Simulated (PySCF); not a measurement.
**Bi²⁺: ionisation energy in x2c-TZVPPall plus 1 even-tempered diffuse shell per l**

Wanted: the ionisation energy of bismuth, up a ladder of methods.

Program: PySCF 2.14.0. Level of theory: unrestricted determinants in a Gaussian basis, no spin-orbit coupling in the energies. These are calculated values, not measurements, unless marked.

### 1 The atom as given

- Element: bismuth (Z = 83)
- Basis: x2c-TZVPPall with one added diffuse shell each of s, p, d, f type (12s8p7d4f, 99 functions)
- Hamiltonian: scalar relativity by spin-free X2C-1e
- State 1: Bi²⁺: [Xe] 4f14 5d10 6s2 6p1, 2P determinant
- Needed too, but not shown: Bi⁺ [Xe] 4f14 5d10 6s2 6p2 (3P)
- Methods: CCSD(T)
- Core shells frozen in the correlated runs: valence and next inner shell: [Kr] 4d10 4f14 (for Bi²⁺)

Outer shells as boxes (Hund's rule):

Bi2+ [Xe] 4f14 5d10 6s2 6p1
```
[Xe] core
4f [↑↓][↑↓][↑↓][↑↓][↑↓][↑↓][↑↓]
5d [↑↓][↑↓][↑↓][↑↓][↑↓]
6s [↑↓]
6p [↑ ][  ][  ]
```

The runs were made by one driver on top of PySCF. The scripts below sum up each run's settings (the driver also hands on starting orbitals that pick excited configurations, and frozen orbitals as a list rather than a count), and the logs come from the driver's own runs. The driver starts from symmetry-adapted Hartree-Fock orbitals, holds the occupation by maximum overlap and uses a logarithmic radial grid for functionals, so a plain start would take other cycles.

The integrals over 99 functions and the set-up took 19 s of CPU time.

### 2 Bi²⁺: CCSD(T) (valence and next inner shell)

#### CCSD(T) (valence and next inner shell)

File input.py:

```python
from pyscf import gto, scf, dft, mp, cc
import basis_set_exchange as bse
mol = gto.M(atom="Bi 0 0 0", charge=2, spin=1, symmetry="D2h",
            basis=gto.basis.parse(bse.get_basis("x2c-TZVPPall", elements=["Bi"], fmt="nwchem", augment_diffuse=1)),
            nucmod="G")
mf = scf.UHF(mol).sfx2c1e()
mf.irrep_nelec = {'Ag': (12, 12), 'B1g': (3, 3), 'B2g': (3, 3), 'B3g': (3, 3), 'Au': (1, 1), 'B1u': (6, 6), 'B2u': (7, 6), 'B3u': (6, 6)}
mf.kernel()
mycc = cc.CCSD(mf, frozen=30).run()
mycc.ccsd_t()
```

Q: Predict the outcome of this session.

The runs gave:

```
              quantity                                                                           value
ionisation energy, Bi⁺  UHF 15.349, CCSD(T) (valence and next inner shell) 15.765 eV; reference 16.703
```

Each level's miss (mean over 1 difference):

```csv
method,mean absolute miss against CCSD(T) (valence and next inner shell) (eV)
UHF,0.416
MP2 (valence and next inner shell),0.044
SCS-MP2 (valence and next inner shell),0.095
CCSD (valence and next inner shell),0.023
CCSD(T) (valence and next inner shell),0.000
```

What this shows: The methods span 0.460 eV, from UHF (15.349) to MP2 (valence and next inner shell) (15.809). The reference is uncertain or not like for like (spin-orbit coupling or other relativistic terms), so no ranking of close methods is drawn. All values hold for this basis alone; no basis-set limit was taken.
